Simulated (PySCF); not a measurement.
# [Tb(NH3)]3+: other functionals and bases at one geometry

One table from this session's results is given with a row withheld; the runs are named, their logs left out.

Program: PySCF 2.14.0. Level of theory: several levels, as the steps say, no spin–orbit coupling. These are calculated values, not measurements.

1 further run of the same task is left out (for a known fault of the program).

## Starting geometry

5 atoms, charge 3, spin multiplicity 1.

Bond lengths: Tb1–N2 2.327 Å, N2–H3 1.048 Å, N2–H4 1.048 Å, N2–H5 1.048 Å. Angles: Tb1–N2–H3 116.0°, Tb1–N2–H4 116.0°, Tb1–N2–H5 116.0°, H3–N2–H4 102.2°, H3–N2–H5 102.2°, H4–N2–H5 102.2°.

As a file:

```xyz
5
H3NTb
Tb    0.0000    0.0000   -0.1329
N     0.0000    0.0000    2.1936
H     0.9417    0.0000    2.6533
H    -0.4709    0.8155    2.6533
H    -0.4708   -0.8156    2.6533
```

Formal oxidation states: Tb +3. Each metal's 8 4f electrons lie in its core potential, so multiplicities, spins and levels count the valence alone. An earlier session relaxed this geometry at PBE0, Tb lcecp-1-SVP with ECP54, N def2-SVP, H def2-SVP (singlet, point group C3v).

At PBE0 on the finer grid: E = -91.616149 Eh, HOMO -27.83 eV, LUMO -20.33 eV, Mulliken charge on Tb1 +2.47 e, largest force component 0.004 eV/Å. 

Levels to run: TPSSh; PBE; PBE0, TZVP. Hardware: 2 threads of Arm Neoverse N1, shared host.

The first run:

Input file run.py (the lines that set the calculation):

```python
mol = gto.M(atom='''
Tb     0.00000     0.00000    -0.13289
N      0.00000     0.00000     2.19361
H      0.94174     0.00004     2.65327
H     -0.47090     0.81555     2.65327
H     -0.47084    -0.81559     2.65327''',
    basis={'Tb': 'lcecp-1-SVP', 'N': 'def2-SVP', 'H': 'def2-SVP'},
    ecp={'Tb': 'lcecp-1-SVP'},
    charge=3, spin=0)
mf = dft.RKS(mol, xc='TPSSH')
mf.grids.atom_grid = (75, 302)  # f atoms: unpruned, at least (60, 302)
mf = mf.density_fit()  # fitting sets: Tb AutoAux, N def2-universal-JKFIT, H def2-universal-JKFIT
mf.conv_tol = 1e-08; mf.max_cycle = 55
mf.kernel(dm0)  # dm0: the density of the relaxed state
```

Started as:

```
OMP_NUM_THREADS=2 python run.py
```

Among the steps run: TPSSh; PBE; PBE0, TZVP.

One of the session's tables, all rows but one given; the rest of the session is left out.

| level | HOMO (eV) | gap (eV) | charge on Tb1 (e) | dipole (D) | largest force component (eV/Å) |
| --- | --- | --- | --- | --- | --- |
| PBE0 (relaxed here) | -27.83 | 7.50 | 2.47 | 3.84 | 0.00 |
| TPSSh | -27.02 | 6.26 | 2.47 | 3.89 | 0.17 |
| PBE | ? | ? | ? | ? | ? |
| PBE0, TZVP | -27.75 | 7.47 | 2.56 | 3.91 | 0.32 |

Q: Estimate the row for PBE from the others.

The run gave: HOMO (eV): -26.46; gap (eV): 5.03; charge on Tb1 (e): 2.42; dipole (D): 4.20; largest force component (eV/Å): 0.38. In the column «HOMO (eV)» it is the highest.

The dipole of a charged species depends on the origin, so these sizes hold for this origin alone.

In one basis the HOMO–LUMO gap runs from 5.03 eV (PBE) to 7.50 eV (PBE0). The largest leftover force, 0.38 eV/Å with PBE, stands at a geometry relaxed at another level. With 4f in the core, its levels are missing from HOMO and gap, and its count is fixed, so no charge can pass from the ligands into it. Total energies of different levels can't be compared.
